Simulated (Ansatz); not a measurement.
# Ba3PbO, space group Pm-3m: a convergence test of the plane-wave cutoff

Program: Ansatz's Python interface.

Run as a notebook:

```python
import csv

import ansatz as az

crystal = (
    az.Lattice.from_parameters(5.459, 5.459, 5.459, alpha=90.0, beta=90.0, gamma=90.0)
    .atom("Ba", (0.0, 0.5, 0.5))
    .atom("Ba", (0.5, 0.0, 0.5))
    .atom("Ba", (0.5, 0.5, 0.0))
    .atom("Pb", (0.0, 0.0, 0.0))
    .atom("O", (0.5, 0.5, 0.5))
)
```

```python
[site.symbol for site in crystal.resolved().sites]
```

    ['Ba', 'Ba', 'Ba', 'Pb', 'O']

```python
job = (
    crystal.calculation()
    .functional(az.Functional.PBESOL)
    .kpoints(4)
    .occupations("Fermi-Dirac", width=0.15)
    .stress()
)
```

```python
rows = []
for value in [250, 350, 450, 550, 650, 750]:
    rep = job.basis(value).run(threads=1, pin="off").report
    rows.append((value, rep["free_energy_ev"] / len(rep["lattice"]["sites"]), rep["n_iterations"], sum(rep["stress_gpa"][i][i] for i in range(3)) / 3, rep["n_pw"]))
```

    DeckWarning: basis.ecutwfc = 250 eV is below the records' recommended 420 eV, and the density's cutoff is lower with it unless basis.ecutrho_ratio is high enough to keep the records' density cutoff: compare with a run at a higher cutoff
    DeckWarning: basis.ecutwfc = 350 eV is below the records' recommended 420 eV, and the density's cutoff is lower with it unless basis.ecutrho_ratio is high enough to keep the records' density cutoff: compare with a run at a higher cutoff

```python
with open("ecut.csv", "w", newline="") as handle:
    writer = csv.writer(handle)
    writer.writerow(["cutoff (eV)", "F/atom (eV)", "iterations", "P (GPa)", "plane waves"])
    writer.writerows([round(v, 5) if isinstance(v, float) else v for v in row] for row in rows)
```

```python
for row in rows[:-1]:
    shift = 1000 * (row[1] - rows[-1][1])
    print(f"{row[0]}: {shift:+.2f} meV/atom" + ("  (within 2 meV)" if abs(shift) < 2 else ""))
```

    250: +561.82 meV/atom
    350: +20.19 meV/atom
    450: +0.44 meV/atom  (within 2 meV)
    550: +0.11 meV/atom  (within 2 meV)
    650: +0.02 meV/atom  (within 2 meV)

File `ecut.csv` afterwards:
```csv
cutoff (eV),F/atom (eV),iterations,P (GPa),plane waves
250,-5981.10402,7,-0.62953,1419
350,-5981.64565,7,-1.04721,2469
450,-5981.6654,7,-1.04952,3575
550,-5981.66573,7,-1.04858,4729
650,-5981.66582,7,-1.04856,6043
750,-5981.66584,7,-1.04863,7521
```

From 450 eV on it stays within 2 meV an atom of the value at 750 eV; the first row (250 eV) is off by 561.8 meV and the last but one by 0.02 meV. The energy falls steadily, as expected when plane waves are added. The pressure moves from -0.63 to -1.05 GPa (the program's stress holds a Pulay correction, so it settles early). The last run costs about 4.0 times the first.

What to keep in mind:
- The smearing is wide enough that free energy and stress hold a thermal part of the electrons.
- Pressure is positive in compression.
- Spin-orbit coupling, which matters for elements this heavy, is left out.
- The starting cell is as deposited in a crystallographic database; the results hold for this polymorph, which needn't be the stable one.
- Warnings are shown shortened and without file and line.
- Shifts are counted from the last row, which is itself no proven limit.
- Wall time of the script: 32 s on 1 thread of Arm Neoverse V2 (shared host), peak memory 0.61 GiB.
